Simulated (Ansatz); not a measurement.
# CH5F2Si: the cost of one run

All numbers below are computed with Ansatz 0.2.0 (UKS B3LYP/6-31G*).

## (1) Starting point

Bond lengths: Si1–F3 1.590 Å, Si1–F4 1.589 Å, Si1–H5 1.459 Å, C6–H7 1.110 Å, C6–H8 1.110 Å, C6–H9 1.110 Å. Angles: F3–Si1–F4 109.5°, F3–Si1–H5 109.5°, F4–Si1–H5 109.5°, H7–C6–H8 109.4°, H7–C6–H9 109.4°, H8–C6–H9 109.4°.

Coordinates:

```xyz
9

Si    0.0000    0.0000    0.0000
H     0.0000    0.0000    1.7100
F     1.4994    0.0000   -0.5295
F    -0.7489    1.2974   -0.5295
H    -0.6877   -1.1914   -0.4862
C     0.0000    0.0000    3.1200
H    -0.5653   -0.8805    3.4905
H     1.0452   -0.0494    3.4905
H    -0.4798    0.9298    3.4905
```

## (2) A restrained relaxation towards end A

Springs on the bonds that form and break draw the guess towards this end; the thresholds are loose.

input.yaml reads:

```yaml
crystal:
  periodic: [false, false, false]
  atoms:
    - { symbol: Si, position_ang: [0.0, 0.0, 0.0] }
    - { symbol: H, position_ang: [0.0, 0.0, 1.71] }
    - { symbol: F, position_ang: [1.4994, 0.0, -0.5295] }
    - { symbol: F, position_ang: [-0.7489, 1.2974, -0.5295] }
    - { symbol: H, position_ang: [-0.6877, -1.1914, -0.4862] }
    - { symbol: C, position_ang: [0.0, 0.0, 3.12] }
    - { symbol: H, position_ang: [-0.5653, -0.8805, 3.4905] }
    - { symbol: H, position_ang: [1.0452, -0.0494, 3.4905] }
    - { symbol: H, position_ang: [-0.4798, 0.9298, 3.4905] }
magnetization:
  spin_polarized: true
  initial_magnetization: 1
basis:
  gaussian: { orbitals: "6-31G*" }
hamiltonian:
  xc: b3lyp
relax:
  f_tol: 0.15
  max_steps: 25
  restrain:
    - { distance: [1, 5], at: 2.31, k: 30.0 }
    - { distance: [0, 1], at: 1.46, k: 30.0 }
```

Run with:

```sh
> ansatz run input.yaml --threads 2 --pin off --max-ram 3072MiB --backend cpu --events-out ev --progress --plain --runs-dir out
```

What time and memory should one allow on 2 threads of Arm Neoverse V1, shared host?

About 17 s, with a peak of 0.19 GiB.
